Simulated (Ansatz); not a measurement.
# Zn, space group P6_3/mmc: relaxations under a series of pressures

Program: the Ansatz DFT code, driven from Python.

The cells in order, each with its output:

```python
import warnings

import ansatz
import numpy as np
```

```python
XC = "pbesol"
CUTOFF_EV = 550
MESH = (14, 14, 7)
OCCUPATIONS = "methfessel_paxton"
SIGMA = 0.1

def edges_and_angles(cell):
    cell = np.asarray(cell)
    a, b, c = np.linalg.norm(cell, axis=1)
    cosines = cell[1] @ cell[2] / (b * c), cell[0] @ cell[2] / (a * c), cell[0] @ cell[1] / (a * b)
    return (a, b, c, *np.degrees(np.arccos(cosines)))
```

```python
warnings.simplefilter("ignore", ansatz.DeckWarning)

vectors = np.array([
    [2.67, 0.0, 0.0],
    [-1.335, 2.312288, 0.0],
    [0.0, 0.0, 4.966],
])
zn = (
    ansatz.Lattice.of(vectors)
    .atom("Zn", (1 / 3, 2 / 3, 0.25))
    .atom("Zn", (2 / 3, 1 / 3, 0.75))
)
```

```python
calc = zn.calculation()
calc = calc.functional(XC)
calc = calc.basis(CUTOFF_EV)
calc = calc.kpoints(mesh=MESH)
calc = calc.occupations(OCCUPATIONS, width=SIGMA)
```

```python
# H = F + PV, with 1 GPa A^3 = 1/160.21766 eV
rows = []
for pressure in [0, 2, 4, 6, 8]:
    outcome = calc.relax(cell=True, pressure=pressure).run()
    cell = outcome.lattice.cell_ang
    n_atoms = len(outcome.lattice.sites)
    volume = abs(np.linalg.det(cell)) / n_atoms
    enthalpy = outcome.report["free_energy_ev"] / n_atoms + pressure * volume / 160.21766
    rows.append((pressure, volume, enthalpy, *edges_and_angles(cell)))
    print(f"{pressure} GPa done: {volume:.4f} A^3/atom")
```

    0 GPa done: 14.0130 A^3/atom
    2 GPa done: 13.7354 A^3/atom
    4 GPa done: 13.4869 A^3/atom
    6 GPa done: 13.2321 A^3/atom
    8 GPa done: 13.0299 A^3/atom

```python
print(" P (GPa)  V (A^3/atom)  H (eV/atom)     a       b       c")
for row in rows:
    print("{:8.1f} {:12.4f} {:14.5f} {:7.4f} {:7.4f} {:7.4f}".format(*row[:6]))
p, v = np.array([row[0] for row in rows], float), np.array([row[1] for row in rows])
print("mean bulk modulus between rows (GPa):", np.round(-np.diff(p) / np.diff(np.log(v)), 1))
```

     P (GPa)  V (A^3/atom)  H (eV/atom)     a       b       c
         0.0      14.0130    -3280.90721  2.6408  2.6408  4.6406
         2.0      13.7354    -3280.73406  2.6237  2.6237  4.6080
         4.0      13.4869    -3280.56418  2.6089  2.6089  4.5761
         6.0      13.2321    -3280.39737  2.6023  2.6023  4.5123
         8.0      13.0299    -3280.23348  2.5898  2.5898  4.4864
    mean bulk modulus between rows (GPa): [ 99.9 109.5 104.9 129.9]

The volume falls from 14.01 Å³ an atom at 0 GPa to 13.03 at 8 GPa, by 7.0 %. Between 0 and 2 GPa, -V dP/dV is about 100 GPa, a mean over that step.

Notes:
- Absolute energies stand on the zero of these potentials, so only differences at equal settings mean something.
- At a fixed pressure a relaxation lowers the enthalpy F + PV, while F alone can rise.
- Of the deposited cell: the entry's cell lengths or inner coordinates differ somewhat from later room-temperature determinations.
- Symmetry holds the cell in this phase, whether or not it is the stable one at each pressure.
- Wall time of the script: 2.9 min on 1 thread of Arm Neoverse V1, on a shared host, peak memory 0.45 GiB.
